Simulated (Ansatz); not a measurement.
The system is ZrNbN2.

```
Nb Zr N
1.0
     1.61160    0.93046    5.17270
    -1.61160    0.93046    5.17270
     0.00000   -1.86092    5.17270
Nb Zr N
1 1 2
Direct
  0.00000 0.00000 0.00000
  0.50000 0.50000 0.50000
  0.25078 0.25078 0.25078
  0.74922 0.74922 0.74922
```

The cell comes from a database or a generator and needn't be the stable form of this composition.

```yaml
Program: Ansatz 0.2.0
Task: relaxation of cell and atoms
Functional: PBE
Potentials_or_basis: Ansatz PAW
Cutoff: "420 eV (not typed: the program's choice for these potentials)"
k_mesh: 10 × 10 × 10
Occupations: fermi-dirac, width 0.05 eV
Spin: no spin polarisation
```

At the start: volume 11.63 Å³/atom.

Problem. Where does the relaxation end?

Solution. It ends after 8 steps and the volume is 11.43 Å³/atom (-1.8 %); space group R-3m (No. 166, to 0.05 Å).

Step by step:
| step | energy change (eV) | largest force (eV/Å) | volume (Å³) |
| --- | --- | --- | --- |
| 1 | 0.0000 | 0.0393 | 46.54 |
| 2 | -0.0120 | 0.0531 | 45.28 |
| 3 | -0.0159 | 0.0257 | 45.71 |
| 4 | -0.0160 | 0.0156 | 45.72 |
| 5 | -0.0160 | 0.0007 | 45.71 |
| 6 | -0.0142 | 0.0006 | 45.71 |
| 7 | -0.0142 | 0.0000 | 45.70 |
| 8 | -0.0142 | 0.0000 | 45.70 |

Final structure:
```xyz
4
Lattice="1.5977 0.9224 5.1686 -1.5977 0.9224 5.1686 0.0000 -1.8448 5.1686" Properties=species:S:1:pos:R:3 pbc="T T T"
Nb    0.0000    0.0000    0.0000
Zr    0.0000    0.0000    7.7529
N     0.0000    0.0000    3.8937
N     0.0000    0.0000   11.6121
```

Caveat: the plane-wave basis is chosen anew once the cell has moved, so the energies of steps on either side of that aren't comparable; the pressure holds a Pulay correction of +0.4 GPa for the finite cutoff.
